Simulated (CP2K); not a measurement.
**Sn3Se under changes of volume**

One of the cells (26.656 Å³/atom); the others are scaled copies at fixed shape and fractional positions:

```
Sn Se
1.0
     4.74188    0.00000    0.00000
     0.00000    4.74188    0.00000
     0.00000    0.00000    4.74188
Sn Se
3 1
Direct
  0.50000 0.50000 0.00000
  0.50000 0.00000 0.50000
  0.00000 0.50000 0.50000
  0.00000 0.00000 0.00000
```

The cell comes from a database or a generator and needn't be the stable form of this composition.

* Program: CP2K 2026.2
* Functional: PBEsol
* Potentials or basis: POTENTIAL_UZH Sn GTH-PBE-q4, Se GTH-PBE-q6; TZVP-MOLOPT-PBE-GTH basis
* Density cutoff: 6123 eV
* k mesh: 6 × 6 × 6
* Occupations: fermi-dirac, width 0.05 eV
* Spin: no spin polarisation

| volume (Å³/atom) | energy over the lowest point (meV/atom) | pressure (GPa) |
| --- | --- | --- |
| 25.056 | 18.36 | 3.7 |
| 25.590 | 8.26 | 2.4 |
| 26.123 | 2.24 | 1.2 |
| 26.656 | 0.00 | 0.1 |
| 27.189 | ? | ? |
| 27.722 | 5.51 | -1.7 |
| 28.255 | 12.60 | -2.5 |

Question: What does the run at 27.189 Å³/atom give?

Answer: Energy over the lowest point 1.21 meV/atom; pressure -0.8 GPa.

Worked out: A Birch-Murnaghan fit of order 3 (a polynomial in V^(-2/3)) to the other rows has its minimum at 26.73 Å³/atom with B0 = V·E''(V) = 51 GPa and B' = 3.7. It gives 1.20 meV/atom at 27.189 Å³/atom, against the run's 1.21, and -dE/dV = -0.8 GPa, against -0.8.

Energies are extrapolated to zero smearing.

Caveats: the potentials were made for another functional, which shifts forces and pressure; the basis of atomic orbitals isn't converged, which shifts pressures, moduli and gaps.
